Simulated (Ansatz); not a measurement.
# SV: the cost of one run

Method: def2-TZVPP, core rule «outside noble gas», up to 14 orbitals frozen; program: Ansatz 0.2.0, Gaussian basis.

The runs, in order: UHF; ROHF; CCSD(T) on UHF.

2 further runs of the same task are left out: 2 set aside as unsound or not needed.

## Step 1: The geometry

The geometry is a PBE0/def2-TZVP stationary point (not a proven minimum).

2 atoms, charge 0, spin multiplicity 2.

Atoms are counted from 1 here; the program's logs count them from 0.

Bond lengths: V1–S2 2.015 Å.

## Step 2: UHF

in.yaml

```yaml
crystal:
  periodic: [false, false, false]
  atoms:
    - {symbol: V, position_ang: [0.000000, 0.000000, 0.000000]}
    - {symbol: S, position_ang: [0.000000, 0.000000, 2.014800]}
basis:
  gaussian: {orbitals: def2-TZVPP}
magnetization: {spin_polarized: true, initial_magnetization: 1}
hamiltonian: {xc: hf}
output: {orbitals: {seedname: orbitals}}
```

Command:

```console
> ansatz run in.yaml --threads 1 --pin off --events-out ev --progress --plain --max-ram 4096MiB --backend cpu
```

**Question.** How long does this run take on 1 thread of AMD EPYC 7R13, shared host, and how much memory does it need?

About 92 s, with a peak of 0.33 GiB.
